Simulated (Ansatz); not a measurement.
**H5MoN3O: a ladder of functionals and wavefunction methods**

One table from this session's results is given with a row withheld; the runs are named, their logs left out.

The runs use Ansatz 0.2.0, Gaussian basis; functionals in def2-TZVPP, the program's frozen cores in correlated methods.

The runs, in order: LDA (SPW92), PBE-D4, revPBE-D4, BLYP-D4, r2SCAN-D4, B97M-V, PBE0-D4, B3LYP-D4, r2SCANh-D4, r2SCAN0-D4, HSE06-D4, BHLYP-D4, CAM-B3LYP-D4, LC-ωPBE, ωB97X-V, ωB97M-V, B2PLYP, PBE-QIDH; CCSD(T)/def2-SVP; CCSD(T)/def2-TZVPP; MP2/def2-QZVPP; extrapolation to the limit; RPA on PBE.

## Structure used throughout

An earlier PBE0-D4 in a triple-zeta def2 set relaxation fixed the geometry. Mo takes the def2 core potential; no spin-orbit term is included.

SMILES `[NH]=[Mo](=[NH])([NH2])[OH]`, 10 atoms, charge 0, spin multiplicity 1.

Atoms are counted from 1 here; the program's logs count them from 0.

Bond lengths: N1–Mo2 1.730 Å, N1–H6 1.011 Å, Mo2–N3 1.728 Å, Mo2–N4 1.938 Å, Mo2–O5 1.902 Å, N3–H7 1.010 Å, N4–H8 1.008 Å, N4–H9 1.008 Å, O5–H10 0.960 Å. Angles: Mo2–N1–H6 153.9°, N1–Mo2–N3 113.5°, N1–Mo2–N4 106.8°, N1–Mo2–O5 109.4°, N3–Mo2–N4 107.2°, N3–Mo2–O5 107.8°, N4–Mo2–O5 112.2°, Mo2–N3–H7 156.4°, Mo2–N4–H8 122.9°, Mo2–N4–H9 123.1°, H8–N4–H9 111.5°, Mo2–O5–H10 118.0°.

The first run:

File in.yaml:

```yaml
crystal:
  periodic: [false, false, false]
  atoms:
    - {symbol: N, position_ang: [-1.112351, 0.625739, -1.116337]}
    - {symbol: Mo, position_ang: [0.208530, 0.089911, -0.136053]}
    - {symbol: N, position_ang: [1.076111, -1.239662, -0.818103]}
    - {symbol: N, position_ang: [-0.550035, -0.520752, 1.540019]}
    - {symbol: O, position_ang: [1.435829, 1.522073, 0.109915]}
    - {symbol: H, position_ang: [-1.710011, 0.593727, -1.930572]}
    - {symbol: H, position_ang: [1.293262, -1.948316, -1.503868]}
    - {symbol: H, position_ang: [-0.202844, -1.325702, 2.037427]}
    - {symbol: H, position_ang: [-1.474002, -0.265274, 1.850813]}
    - {symbol: H, position_ang: [1.118710, 2.417057, -0.030441]}
basis:
  gaussian: {orbitals: def2-TZVPP}
hamiltonian: {xc: lda}
output: {orbitals: {seedname: orbitals}}
```

On the command line:

```console
> ansatz run in.yaml --threads 4 --pin off --events-out ev --progress --plain --max-ram 10444MiB
```

Among the steps run: LDA; PBE-D4 (GGA); revPBE-D4 (GGA); BLYP-D4 (GGA); r2SCAN-D4 (meta-GGA); B97M-V (meta-GGA); B3LYP-D4 (hybrid); r2SCANh-D4 (hybrid); r2SCAN0-D4 (hybrid); HSE06-D4 (hybrid); BHLYP-D4 (hybrid); CAM-B3LYP-D4 (range-separated); LC-ωPBE (range-separated); ωB97X-V (range-separated); ωB97M-V (range-separated); B2PLYP (double hybrid); PBE-QIDH (double hybrid).

One of the session's tables, all rows but one given; the rest of the session is left out.

```
  functional  HOMO (eV)  gap (eV)
 LDA (SPW92)      -6.17      4.21
      PBE-D4      -5.96      4.19
   revPBE-D4      -5.89      4.19
     BLYP-D4      -5.84      4.16
   r2SCAN-D4      -6.24      4.56
      B97M-V      -6.27      4.65
     PBE0-D4      -7.28      6.31
    B3LYP-D4      -7.05      5.85
  r2SCANh-D4      -6.74      5.36
  r2SCAN0-D4      -7.48      6.56
    HSE06-D4      -6.88      5.53
    BHLYP-D4      -8.49      8.43
CAM-B3LYP-D4      -8.64      8.74
     LC-ωPBE      -9.97     11.20
     ωB97X-V      -9.60     10.77
     ωB97M-V          ?         ?
```

**Question.** Estimate the row for ωB97M-V.

As computed: HOMO (eV): -9.52; gap (eV): 10.58. In the column «HOMO (eV)» it lies between ωB97X-V (-9.60) and CAM-B3LYP-D4 (-8.64).
